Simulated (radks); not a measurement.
# Valence configurations of I

Aim: which of several valence configurations of I lies lowest at this level, and whether it is the one NIST lists ([Kr] 4d10 5s2 5p5).

Program: radks (a radial shooting solver on a logarithmic mesh, Libxc functionals) version 1. Level of theory: scalar-relativistic Kohn-Sham, r2SCAN, spin-polarised, spherical densities, finite nucleus; open shells are filled with parallel spins first. These are calculated values, not measurements, unless marked.

## 1. What is computed

- element: iodine (Z = 53)
- charge: 0
- electrons: 53
- configuration: [Kr] 4d10 5s2 5p5
- nuclear rms radius: 4.75 fm
- others tried: 4d9 5s2 5p6; 4d9.5 5s2 5p5.5; 4d10 5s1 5p6; 4d10 5s1.5 5p5.5

The outer shells:

I
```
[Kr] core
4d [↑↓][↑↓][↑↓][↑↓][↑↓]
5s [↑↓]
5p [↑↓][↑↓][↑ ]
```

## 2. [Kr] 4d10 5s2 5p5

The run's settings:

```text
Z 53
configuration [Kr] 4d10 5s2 5p5
relativity scalar-relativistic
functional r2scan,r2scan
spin polarised
nucleus finite rms 4.75 fm
c 137.035999084
```

## 3. [Kr] 4d9 5s2 5p6

Changes since step 2:

```diff
@@ -1,3 +1,3 @@
 Z 53
-configuration [Kr] 4d10 5s2 5p5
+configuration [Kr] 4d9 5s2 5p6
 relativity scalar-relativistic
```

## 4. [Kr] 4d9.5 5s2 5p5.5

Changes since step 3:

```diff
@@ -1,3 +1,3 @@
 Z 53
-configuration [Kr] 4d9 5s2 5p6
+configuration [Kr] 4d9.5 5s2 5p5.5
 relativity scalar-relativistic
```

## 5. [Kr] 4d10 5s1 5p6

The run's settings:

```text
Z 53
configuration [Kr] 4d10 5s1 5p6
relativity scalar-relativistic
functional r2scan,r2scan
spin polarised
nucleus finite rms 4.75 fm
c 137.035999084
```

## 6. [Kr] 4d10 5s1.5 5p5.5

Changes since step 5:

```diff
@@ -1,3 +1,3 @@
 Z 53
-configuration [Kr] 4d10 5s1 5p6
+configuration [Kr] 4d10 5s1.5 5p5.5
 relativity scalar-relativistic
```

**Question.** What will these runs give? Wanted: for each run, valence; E − E(NIST configuration); moment; highest level; its energy; 1s shift.

The runs gave:

| valence | E − E(NIST configuration) (eV) | moment (μB) | highest level | its energy (eV) | 1s shift (eV) |
| --- | --- | --- | --- | --- | --- |
| 4d10 5s2 5p5 | 0.000 | 1 | 5p down | -6.931 | +0.00 |
| 4d10 5s1.5 5p5.5 | 5.286 | 1 | 5p down | -7.204 | -0.75 |
| 4d10 5s1 5p6 | 10.547 | 1 | 5p down | -7.461 | -1.51 |
| 4d9.5 5s2 5p5.5 | 22.735 | 1 | 5p down | -7.697 | -4.65 |
| 4d9 5s2 5p6 | 46.541 | 1 | 5p down | -8.425 | -9.33 |

In words: Theory agrees with NIST among these: the next, 4d10 5s1.5 5p5.5, lies 5.286 eV higher. The energies are those of spherical high-spin densities, not of single terms. The 1s eigenvalue shifts by up to 9.33 eV as the valence charge is rearranged.
